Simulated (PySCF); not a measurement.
# CH5FOSi: the cost of one run

Computed with PySCF 2.14.0, with density-fitted response routines of our own, on a single molecule in the gas phase. Atoms are numbered from 0 throughout.

### Step 1. The starting structure

9 atoms, charge 0, multiplicity 1; geometry from: GFN2-xTB. The atoms were then displaced at random by about 0.01 Å, so the start is not that level's minimum.

Bonds of the start (Å): O0–Si1 1.65, Si1–C2 1.93, C2–F3 1.37, O0–H4 0.94, Si1–H5 1.47, Si1–H6 1.46, C2–H7 1.09, C2–H8 1.07.

### Step 2. Relaxing the molecule at PBE0-D3(BJ)/def2-SVP

The job: settings as JSON, then the geometry in Å.

```
{"job": {"xc": "PBE0", "basis": "def2-SVP", "d3": "d3bj", "grid": 1, "shake": 0.01, "kind": "geom"}, "charge": 0, "multiplicity": 1}
O      1.668550    -0.563820     0.608690
Si     0.667690     0.554600    -0.081250
C     -1.082970    -0.215230    -0.372980
F     -1.517210    -0.700690     0.835540
H      1.354730    -1.099130     1.315490
H      0.492410     1.728850     0.783780
H      1.308750     0.830540    -1.363290
H     -1.028860    -1.059620    -1.053450
H     -1.805280     0.507350    -0.706260
```

Launch:

```
$ OMP_NUM_THREADS=1 python probes_run.py task.json out
```

This one command runs all jobs of the session in turn.

**Question.** How long does this first job take on 1 thread of Arm Neoverse V1, shared host, and how much memory does it need?

About 25 s, with a peak of 0.35 GiB.
